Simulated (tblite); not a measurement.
# B15H16P15: the cost of one run

Computed with tblite 0.8.0 and PySCF 2.14.0 and routines of our own; the level stands in each step. Atoms count from 0.

### 1 The starting structure

46 atoms, charge 0, multiplicity 1; geometry from: force field, distance geometry or constructed start.

### 2 Geometry optimisation with GFN2-xTB

Job settings and geometry (Å):

```
{"job": {"kind": "relax", "xc": "GFN2-xTB", "basis": "xTB"}, "charge": 0, "multiplicity": 1}
P      1.615700    -1.866800    -0.001600
B     -0.003200    -0.932400    -0.006900
P     -1.605600    -1.867300     0.001000
B     -1.611500    -3.720600    -0.006200
P     -0.001000    -4.656200     0.003400
B      1.607500    -3.725500    -0.002600
P      0.000100     6.506700    -0.003300
B     -1.607400     7.437700     0.001500
P     -3.218900     6.502900    -0.000400
B     -3.224400     4.644200     0.001600
P     -1.612900     3.713800    -0.002100
B     -0.002500     4.643000    -0.000000
P     -3.225000    -4.654300     0.005000
B     -3.219400    -6.515600    -0.002700
P     -1.613000    -7.439900     0.000200
B     -0.001900    -6.514400     0.006300
P      3.222000     6.506900     0.000900
B      1.609700     7.431600    -0.001000
P      1.610200     3.716800     0.002500
B      3.224400     4.645900     0.002700
P      3.219300     0.928800     0.001500
B      1.609900     1.856500    -0.000200
P      0.003400     0.929600     0.006600
B      3.217400    -0.939300    -0.001500
B     -1.610300     1.857600     0.000900
P      3.215500    -4.655900     0.002500
P      1.611500    -7.442700    -0.000700
B      3.221000    -6.514400     0.001200
P     -3.221000     0.925400    -0.002000
B     -3.220500    -0.934600     0.003400
H     -1.607200     8.605600    -0.001100
H     -4.436000     7.206300     0.000200
H     -4.235900     4.060100    -0.001900
H     -4.432000    -3.956300     0.003700
H     -4.233700    -7.098200    -0.003300
H     -1.610300    -8.842800    -0.002900
H      4.433300     7.205100    -0.004100
H      1.611700     8.607500    -0.002600
H      4.236000     4.056100    -0.000100
H      4.429300     1.628400     0.001200
H      4.234800    -1.522300     0.003800
H      4.440000    -3.960600     0.003700
H      1.615700    -8.844000    -0.003600
H      4.237500    -7.100500    -0.001800
H     -4.437800     1.626700     0.002400
H     -4.236800    -1.518400    -0.003400
```

On the command line:

```sh
$ OMP_NUM_THREADS=4 python large_run.py task.json out
```

One launch serves the whole session: the jobs run in the order shown.

Q: Estimate the wall time and peak memory of this first job on 4 threads of Arm Neoverse N1, shared host.

About 2.6 s, with a peak of 0.16 GiB.
